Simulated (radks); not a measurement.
**Pm⁻ inside a hard spherical wall**

Aim: energy, levels and pressure of Pm⁻ as a wall, at which all orbitals vanish, closes in. The configuration stays [Xe] 4f6 6s2.

Method: scalar-relativistic Kohn-Sham, r2SCAN, spin-polarised, spherical densities, finite nucleus; open shells are filled with parallel spins first. Code: radks (a radial shooting solver on a logarithmic mesh, Libxc functionals) version 1.

**1. What is computed**

| Quantity | Value |
| --- | --- |
| element | promethium (Z = 61) |
| charge | -1 |
| electrons | 62 |
| configuration | [Xe] 4f6 6s2 |
| nuclear rms radius | 4.962 fm |

Outer shells as boxes (Hund's rule):

Pm⁻
```
[Xe] core
4f [↑ ][↑ ][↑ ][↑ ][↑ ][↑ ][  ]
6s [↑↓]
```

**2. Wall at 12 bohr**

Settings of this run:

```text
Z 61
configuration [Xe] 4f6 6s2 5d0 6p0 7s0
relativity scalar-relativistic
functional r2scan,r2scan
spin polarised
nucleus finite rms 4.962 fm
wall 12 bohr
c 137.035999084
```

**3. Wall at 5 bohr**

Input: that of step 2 with these lines changed.

```diff
@@ -6,3 +6,3 @@
 nucleus finite rms 4.962 fm
-wall 12 bohr
+wall 5 bohr
 c 137.035999084
```

**4. Wall at 4 bohr**

Input: that of step 3 with these lines changed.

```diff
@@ -6,3 +6,3 @@
 nucleus finite rms 4.962 fm
-wall 5 bohr
+wall 4 bohr
 c 137.035999084
```

**5. Wall at 3 bohr**

Input: that of step 4 with these lines changed.

```diff
@@ -6,3 +6,3 @@
 nucleus finite rms 4.962 fm
-wall 4 bohr
+wall 3 bohr
 c 137.035999084
```

**6. Wall at 2.5 bohr**

Input: that of step 5 with these lines changed.

```diff
@@ -6,3 +6,3 @@
 nucleus finite rms 4.962 fm
-wall 3 bohr
+wall 2.5 bohr
 c 137.035999084
```

**7. Wall at 2 bohr**

Input: that of step 6 with these lines changed.

```diff
@@ -6,3 +6,3 @@
 nucleus finite rms 4.962 fm
-wall 2.5 bohr
+wall 2 bohr
 c 137.035999084
```

**8. Wall at 1.5 bohr**

Input: that of step 7 with these lines changed.

```diff
@@ -6,3 +6,3 @@
 nucleus finite rms 4.962 fm
-wall 2 bohr
+wall 1.5 bohr
 c 137.035999084
```

Before running it: what results should come out? Wanted: for each run, R; E − E(widest); ε(6p, empty); ε(5d, empty); ε(7s, empty); ε(4f); pressure.

As calculated:

| R (bohr) | E − E(widest) (eV) | ε(6p, empty) (eV) | ε(5d, empty) (eV) | ε(7s, empty) (eV) | ε(4f) (eV) | pressure (GPa) |
| --- | --- | --- | --- | --- | --- | --- |
| 12 | 0.000 | 2.445 | 3.042 | 4.521 | 4.734 | 0.121 |
| 5 | 16.693 | 17.759 | 11.937 | 43.433 | 14.262 | 45.8 |
| 4 | 41.604 | 33.791 | 18.637 | 79.832 | 20.289 | 233 |
| 3 | 141.84 | 80.792 | 37.724 | 176.65 | 36.231 | 1934 |
| 2.5 | 307.73 | 140.63 | 62.618 | 291.94 | 54.422 | 7099 |
| 2 | 769.70 | 273.39 | 120.56 | 535.55 | 89.836 | 33336 |
| 1.5 | 2393.3 | 628.07 | 287.65 | 1152.6 | 173.16 | 236208 |

What this shows: Eigenvalues are for spin up. At the tightest wall, 1.5 bohr, the energy stands 2393.3 eV above the widest wall (12 bohr) and the pressure, −dE/dV, is 236208 GPa. Of the levels in the table that exist at both ends, 7s (empty) rises most from the widest wall (12 bohr) (1148.1 eV). From R = 12 bohr inwards the highest occupied level lies above zero, in an anion first from self-interaction, then from the wall. Shells are not refilled when levels cross, and a hard wall is a model, not a crystal.
